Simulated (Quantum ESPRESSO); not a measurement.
Crystal: SiTe6.

```
Si Te
1.0
     5.99508    0.00000    0.00000
     0.00000    5.99508    0.00000
     0.00000    0.00000    5.99508
Si Te
1 6
Direct
  0.00000 0.00000 0.00000
  0.19851 0.50000 0.50000
  0.50000 0.80149 0.50000
  0.50000 0.19851 0.50000
  0.80149 0.50000 0.50000
  0.50000 0.50000 0.19851
  0.50000 0.50000 0.80149
```

The cell was built by a generator and needn't be a form met in nature.

Base run:

* Program: Quantum ESPRESSO 7.5
* Functional: PBE
* Potentials or basis: SSSP 1.3 efficiency PBE
* Cutoff: 748 eV
* Density cutoff: 5987 eV
* k mesh: 5 × 5 × 5
* Occupations: fermi-dirac, width 0.05 eV
* Spin: no spin polarisation

Its results: band gap on the k mesh none (metal or under the smearing width); pressure 54.7 GPa; largest force 7.610 eV/Å.

Question: The run is repeated on the same cell with these changes: functional from PBE to LDA; occupations from fermi-dirac, width 0.05 eV to cold, width 0.2 eV. What comes out?

Answer: Band gap on the k mesh none (metal or under the smearing width); pressure 51.5 GPa; largest force 7.388 eV/Å.

Caveats: a pressure of tens of GPa on the cell as given is suspect, and the run, the potentials or the cell itself is likely at fault; forces of over 1 eV/Å show positions far from the minimum, so gaps and moduli don't describe the material at rest (some runs); the potentials were made for another functional, which shifts forces and pressure (some runs); some levels on the path didn't converge (some runs).

Not every run made on this cell is shown here.
